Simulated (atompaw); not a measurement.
# How the radius of the local potential shapes a PAW (atompaw) potential for Zr

One potential is built and tested. Then the radius of the local potential is changed, to learn what it costs or gains.

Program: atompaw 4.2.0.5. Reference atom: PBEsol, scalar-relativistic, spherical and spin-unpolarised. All values are calculated.

## 1. Starting point

Typed settings, in words:

```json
{"element": "zirconium (Zr, Z = 40)", "type": "PAW", "frozen core": "[Ar] 3d10", "valence charge": "12", "reference configuration": "4s2 4p6 4d2 5s2 5p0", "partial waves": "4s (bound): rc 1.35 bohr; 5s (bound): rc 1.80 bohr; 4p (bound): rc 1.75 bohr; 5p (bound, empty): rc 2.90 bohr; 4d (bound): rc 2.90 bohr; 4d channel at 1.15 Ry: rc 2.50 bohr", "local potential": "bessel scheme, radius 2.16 bohr", "core correction": "smooth core density matched at 2.75 bohr", "augmentation charge": "sinc compensation charge, radius 2.45 bohr; PAW radius 2.90 bohr; waves and projectors: custom rrkj vanderbiltortho"}
```

The outer shells as boxes (Hund's rule for the drawing; the calculation is spin-unpolarised):

```
[Ar] core
3d [↑↓][↑↓][↑↓][↑↓][↑↓]
4s [↑↓]
4p [↑↓][↑↓][↑↓]
4d [↑ ][↑ ][  ][  ][  ]
5s [↑↓]
5p [  ][  ][  ]
```

## 2. The first potential

Zr.input reads:

```
Zr 40
GGA-PBESOL scalarrelativistic loggrid 1500 logderivrange -6 5 276
5 5 4 0 0 0
5 1 0
4 2 2
0 0 0
c
c
c
v
v
c
c
v
v
c
v
2
2.90 2.45 2.16 2.75
n
n
y
1.15
n
custom rrkj vanderbiltortho sinc
bessel
1.35
1.80
1.75
2.90
2.90
2.50
PWSCFOUT
UPFDX 0.0125d0 UPFXMIN -7.d0 UPFZMESH 40.d0
END
```

Started as:

```bash
atompaw < Zr.input > Zr.log
```

The output, the file Zr (summary file):

```text
 Completed calculations for Zr (AE)

 Exchange-correlation type: GGA, Perdew-Burke-Ernzerhof modified (PBEsol)

 Radial integration grid is logarithmic 
 r0 =   2.1400192E-04 h =   8.5600766E-03   n =      1500 rmax =   8.0000000E+01

 Scalar relativistic calculation

 AEatom converged in  33 iterations
   nz     =  40.00
   delta  =       2.533949506417E-15

 All Electron Orbital energies:         
  n  l      occupancy      energy
  1  0      2.0000000E+00 -1.3092596E+03
  2  0      2.0000000E+00 -1.8142083E+02
  3  0      2.0000000E+00 -2.9711213E+01
  4  0      2.0000000E+00 -4.0024329E+00
  5  0      2.0000000E+00 -3.2816181E-01
  2  1      6.0000000E+00 -1.6181789E+02
  3  1      6.0000000E+00 -2.3326787E+01
  4  1      6.0000000E+00 -2.3835040E+00
  5  1      0.0000000E+00 -1.0682793E-01
  3  2      1.0000000E+01 -1.2840028E+01
  4  2      2.0000000E+00 -2.6545807E-01

 Total energy
   Total                    :    -7192.96600708373353

 ---
 Completed calculations for Zr (SC)

 Exchange-correlation type: GGA, Perdew-Burke-Ernzerhof modified (PBEsol)

 Radial integration grid is logarithmic 
 r0 =   2.1400192E-04 h =   8.5600766E-03   n =      1500 rmax =   8.0000000E+01

 Scalar relativistic calculation

 SCatom converged in   3 iterations
   nz     =  40.00
   delta  =       1.935111736655E-17

 Valence Electron Orbital energies:         
  n  l      occupancy      energy
   4  0      2.0000000E+00 -4.0024330E+00
   5  0      2.0000000E+00 -3.2816181E-01
   4  1      6.0000000E+00 -2.3835040E+00
   5  1      0.0000000E+00 -1.0682793E-01
   4  2      2.0000000E+00 -2.6545807E-01

 Total energy
   Total                    :    -7192.96600708925052
   Valence                  :     -302.52156120371819

 PAW parameters: 
       lmax =            2
         rc =    2.9130661495031926     
        irc =         1113
   rc_shape =    2.4546665699673396     
    rc_vloc =    2.1774158034440738     
    rc_core =    2.7672162598193153     
   Vloc: truncated form - Vps(r)=A.sin(qr)/r for r<rc
   Projector type: RRKJ pseudization + Vanderbilt ortho.
   Sinc^2 compensation charge shape zeroed at   2.4547E+00

 Number of basis functions     6
 No.   n  nodes  l      Energy         Cp coeff         Occ
  1    4    3    0   -0.4002433E+01 -0.5998928E+00  0.2000000E+01
  2    5    4    0   -0.3281618E+00 -0.1221894E+02  0.2000000E+01
  3    4    2    1   -0.2383504E+01 -0.3912882E+00  0.6000000E+01
  4    5    3    1   -0.1068279E+00  0.1815822E+02  0.0000000E+00
  5    4    1    2   -0.2654581E+00 -0.3687522E+01  0.2000000E+01
  6  999    2    2    0.1150000E+01 -0.3634653E+00  0.0000000E+00

 Eigenvalues of overlap operator (in the basis of projectors):
    1        1.42574451E-01
    2        2.83965165E-01
    3        4.77338367E-01
    4        7.75182190E+00
    5        2.31358331E+01
    6        2.35037220E+02

 Orbital leakage outside PAW augmentation regions
   orb  is_core?  %out_of_sphere
   1 0    T           0.00
   2 0    T           0.00
   3 0    T           0.00
   4 0    F           0.19
   5 0    F          71.10
   2 1    T          -0.00
   3 1    T           0.00
   4 1    F           0.96
   5 1    F          90.04
   3 2    T           0.00
   4 2    F          23.73

 Summary of PAW energies
   Total valence energy     :   -302.52164706240922
   Smooth energy            :     29.22589768455165
   One center               :   -331.74754474696090
   Smooth kinetic           :     32.07771762617546
   Vloc energy              :      7.79591779021014
   Smooth exch-corr         :    -13.79319237017807
   One-center xc            :   -209.83587553295618
```

Wall time 7.7 s (1 thread, shared host).

All-electron and pseudo partial waves u(r) = r·R(r), from the program's wave files:

```csv
r (bohr),5s AE,5s PS
0.112,-0.1085,-0.1243
0.223,0.0630,-0.2375
0.335,0.1678,-0.3330
0.446,0.1051,-0.4024
0.558,-0.0276,-0.4431
0.669,-0.1519,-0.4536
0.781,-0.2361,-0.4358
0.892,-0.2721,-0.3943
1.004,-0.2659,-0.3336
1.115,-0.2275,-0.2607
1.227,-0.1664,-0.1796
1.338,-0.0927,-0.0961
1.450,-0.0124,-0.0122
1.562,0.0688,0.0694
1.673,0.1463,0.1465
1.785,0.2194,0.2194
1.896,0.2853,0.2853
2.008,0.3445,0.3445
2.119,0.3958,0.3958
2.231,0.4402,0.4402
2.342,0.4773,0.4773
2.454,0.5083,0.5083
2.565,0.5330,0.5330
2.677,0.5525,0.5525
2.788,0.5668,0.5668
2.900,0.5768,0.5768
```

## 3. Logarithmic derivatives

Taken from the files of the generation run. The phase is arctan(r·u′/u) with u = r·R, unwrapped, with energies in Ry. A pole is an energy at which the radial function vanishes at the test radius. The pseudo phase is shifted by a multiple of π to meet the all-electron one at the reference energy. Levels narrower than the energy grid can be missing from the poles. The last column is the largest difference on the grid between −1 and +1 Ry.

| channel | radius (bohr) | reference (Ry) | poles AE | poles PS | window around the reference with phases within 0.05 rad (Ry) | largest difference near zero (rad) |
| --- | --- | --- | --- | --- | --- | --- |
| s | 2.91 | -0.33 | -3.97, 1.95 | -3.97, 1.96 | the whole range | 0.000 |
| p | 2.91 | -0.11 | -2.31, 3.01 | -2.31, 2.57 | below 2.7 | 0.041 |
| d | 2.91 | -0.27 | 0.20, 4.97 | 0.20 | below 2.2 | 0.001 |

Phases (rad) along the scan:

```csv
E (Ry),p AE,p PS,d AE,d PS
-6.00,1.421,1.420,1.429,1.429
-5.52,1.414,1.412,1.423,1.423
-5.04,1.405,1.403,1.415,1.416
-4.56,1.394,1.392,1.407,1.408
-4.08,1.379,1.378,1.397,1.398
-3.60,1.360,1.358,1.385,1.386
-3.12,1.325,1.323,1.370,1.371
-2.64,1.188,1.185,1.350,1.351
-2.16,-1.696,-1.697,1.323,1.323
-1.68,-1.799,-1.801,1.280,1.281
-1.20,-1.863,-1.865,1.198,1.199
-0.72,-1.950,-1.951,0.939,0.940
-0.24,-2.112,-2.113,-0.973,-0.973
0.24,-2.540,-2.544,-1.593,-1.593
0.72,-3.628,-3.667,-1.752,-1.752
1.20,-4.284,-4.321,-1.894,-1.894
1.68,-4.506,-4.541,-2.154,-2.151
2.16,-4.611,-4.650,-2.982,-2.943
2.64,-4.675,-4.723,-4.082,-4.035
3.12,-4.723,-4.785,-4.423,-4.392
3.60,-4.763,-4.855,-4.556,-4.530
4.08,-4.804,-4.957,-4.630,-4.603
4.56,-4.851,-5.171,-4.679,-4.650
```

## 4. Cutoff and ghost test in a Bessel basis

A separate test, outside the generator: the pseudo-atom's Hamiltonian at the reference potential is diagonalised in spherical Bessel functions j_l(qr) that vanish at 20 bohr, with q² up to the cutoff.

All-electron valence levels (Ry): 4s -4.0024, 5s -0.3282, 4p -2.3835, 5p -0.1068, 4d -0.2655. The lowest levels of each channel (Ry) by cutoff; the last column sums, over occupied levels, occupation times the distance from the level at 400 Ry. A positive value at high cutoff is not a bound level.

```
cutoff (Ry)     s #1     s #2     p #1     p #2     d #1    f #1  Σ f·Δε (mRy)
          8  -3.9617  -0.3055  -1.2310  -0.1067  -0.2560  0.1024        7060.3
         10  -3.9876  -0.3139  -1.8784  -0.1068  -0.2636  0.1024        3091.9
         15  -4.0001  -0.3229  -2.3243  -0.1068  -0.2653  0.1024         370.8
         18  -4.0010  -0.3260  -2.3617  -0.1068  -0.2654  0.1024         138.0
         21  -4.0011  -0.3272  -2.3767  -0.1068  -0.2654  0.1024          45.3
         25  -4.0012  -0.3277  -2.3826  -0.1068  -0.2655  0.1024           8.4
         30  -4.0015  -0.3281  -2.3831  -0.1068  -0.2655  0.1024           4.3
         35  -4.0019  -0.3281  -2.3831  -0.1068  -0.2655  0.1024           3.2
         40  -4.0021  -0.3281  -2.3832  -0.1068  -0.2655  0.1024           2.0
         45  -4.0022  -0.3281  -2.3834  -0.1068  -0.2655  0.1024           1.0
         50  -4.0022  -0.3282  -2.3834  -0.1068  -0.2655  0.1024           0.7
         55  -4.0022  -0.3282  -2.3834  -0.1068  -0.2655  0.1024           0.6
        400  -4.0023  -0.3282  -2.3835  -0.1068  -0.2655  0.1024           0.0
```

The sum stays within 10 mRy from 25 Ry and within 1 mRy from 45 Ry. The sum leaves out empty levels, which can need more. Ghost test: no level below the all-electron spectrum of its channel (s, p, d, f tested).

## 5. Changed: radius of the local potential (bohr) = 2.38

Zr.input, as its differences from that of step 2:

```diff
@@ -18,3 +18,3 @@
 2
-2.90 2.45 2.16 2.75
+2.90 2.45 2.38 2.75
 n
```

Started as:

```bash
atompaw < Zr.input > Zr.log
```

Output in the file Zr (summary file):

```text
 Completed calculations for Zr (AE)

 Exchange-correlation type: GGA, Perdew-Burke-Ernzerhof modified (PBEsol)

 Radial integration grid is logarithmic 
 r0 =   2.1400192E-04 h =   8.5600766E-03   n =      1500 rmax =   8.0000000E+01

 Scalar relativistic calculation

 AEatom converged in  33 iterations
   nz     =  40.00
   delta  =       2.533949506417E-15

[... all-electron levels as in step 2 ...]

 Total energy
   Total                    :    -7192.96600708373353

 ---
 Completed calculations for Zr (SC)

 Exchange-correlation type: GGA, Perdew-Burke-Ernzerhof modified (PBEsol)

 Radial integration grid is logarithmic 
 r0 =   2.1400192E-04 h =   8.5600766E-03   n =      1500 rmax =   8.0000000E+01

 Scalar relativistic calculation

 SCatom converged in   3 iterations
   nz     =  40.00
   delta  =       1.935111736655E-17

 Valence Electron Orbital energies:         
  n  l      occupancy      energy
   4  0      2.0000000E+00 -4.0024330E+00
   5  0      2.0000000E+00 -3.2816181E-01
   4  1      6.0000000E+00 -2.3835040E+00
   5  1      0.0000000E+00 -1.0682793E-01
   4  2      2.0000000E+00 -2.6545807E-01

 Total energy
   Total                    :    -7192.96600708925052
   Valence                  :     -302.52156120371819

 PAW parameters: 
       lmax =            2
         rc =    2.9130661495031926     
        irc =         1113
   rc_shape =    2.4546665699673396     
    rc_vloc =    2.3924272527686674     
    rc_core =    2.7672162598193153     
   Vloc: truncated form - Vps(r)=A.sin(qr)/r for r<rc
   Projector type: RRKJ pseudization + Vanderbilt ortho.
   Sinc^2 compensation charge shape zeroed at   2.4547E+00

 Number of basis functions     6
 No.   n  nodes  l      Energy         Cp coeff         Occ
  1    4    3    0   -0.4002433E+01 -0.5795868E+00  0.2000000E+01
  2    5    4    0   -0.3281618E+00 -0.8301799E+01  0.2000000E+01
  3    4    2    1   -0.2383504E+01 -0.3258537E+00  0.6000000E+01
  4    5    3    1   -0.1068279E+00  0.1948083E+02  0.0000000E+00
  5    4    1    2   -0.2654581E+00 -0.3256419E+01  0.2000000E+01
  6  999    2    2    0.1150000E+01 -0.3356177E+00  0.0000000E+00

 Eigenvalues of overlap operator (in the basis of projectors):
    1        2.29614983E-01
    2        2.78188001E-01
    3        4.86231575E-01
    4        8.68412345E+00
    5        1.75474863E+01
    6        1.95724405E+02

 Orbital leakage outside PAW augmentation regions
   orb  is_core?  %out_of_sphere
   1 0    T           0.00
   2 0    T           0.00
   3 0    T           0.00
   4 0    F           0.19
   5 0    F          71.10
   2 1    T          -0.00
   3 1    T           0.00
   4 1    F           0.96
   5 1    F          90.04
   3 2    T           0.00
   4 2    F          23.73

 Summary of PAW energies
   Total valence energy     :   -302.52387875149810
   Smooth energy            :     35.50469991193955
   One center               :   -338.02857866343766
   Smooth kinetic           :     32.07771762617546
   Vloc energy              :     14.07472001759803
   Smooth exch-corr         :    -13.79319237017807
   One-center xc            :   -209.83587553295618
```

It took 8.1 s on 1 thread, shared host.

Compared with the first run, the loose cutoff stays at 25 Ry and there is no bound ghost.

## 6. Comparison

Cutoffs, loose and tight: the cutoffs (Ry, on a coarse ladder) from which the occupation-weighted sum of valence levels, in a spherical-Bessel basis at the reference potential, stays within 10 and 1 mRy of its value at 400 Ry; empty and scattering waves don't count. The number of plane waves in a given cell goes as the cutoff to the power 3/2; it is given for the loose cutoff, relative to the first potential. The phase difference is the largest within 1 Ry of zero, over the channels with partial waves.

```tsv
radius of the local potential (bohr)	outcome	cutoff, loose	cutoff, tight	plane waves, relative	bound ghosts	phase difference near zero (rad)	lowest overlap eigenvalue (Bessel basis)
2.16 (first)	generated	25 Ry	45 Ry	1.00	none	0.041	0.110
2.38	generated	25 Ry	45 Ry	1.00	none	0.034	0.202
```

In words: The loose cutoff is 25 Ry at 2.16 and 25 Ry at 2.38.

The first potential by itself. The potential is soft on the atom at that tolerance: the looser tolerance needs 25 Ry. No bound ghost shows below the valence levels. Near zero energy the largest phase difference among the channels read is 0.04 rad, in the p channel.
